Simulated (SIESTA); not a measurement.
Runs of SIESTA 5.4.2 on Ag. The cell holds a slab with vacuum, 5 atoms: a = 2.889 Å, b = 2.889 Å, c = 24.437 Å, α = 90.00°, β = 90.00°, γ = 120.00°. The slab is cut from a database's or a generator's crystal, which needn't be the stable form of the element.

| potentials or basis | gap on the mesh (eV) | largest force (eV/Å) |
| --- | --- | --- |
| PseudoDojo 0.4 standard (PBE files), DZDP (energy shift 0.003 Ry; two zetas on semicore shells) | none | 0.18 |
| PseudoDojo 0.4 standard (PBE files), DZ (energy shift 0.003 Ry; two zetas on semicore shells) | none | (a) |
| PseudoDojo 0.4 standard (PBE files), SZP (energy shift 0.003 Ry) | none | 0.19 |
| PseudoDojo 0.4 standard (PBE files), DZP (energy shift 0.003 Ry; two zetas on semicore shells) | none | 0.17 |
| PseudoDojo 0.4 standard (PBE files), TZP (energy shift 0.003 Ry; two zetas on semicore shells) | none | 0.17 |

Alike in all rows: task band structure; level PBE; no spin polarisation; cell as given; k mesh 11 × 11 × 1; smearing fermi-dirac 0.05 eV; grid cutoff 800 Ry; energy shift 0.003 Ry.

Problem. Fill in the values left out.

Solution. (a) 0.24.

Caveats: the basis of atomic orbitals isn't converged, which shifts pressures, moduli and gaps; the basis has no polarisation orbitals (some runs).

A k mesh can miss the band edges, and the runs leave out spin-orbit coupling on Ag.

A gap of «none» marks a metal or a gap under the smearing width.
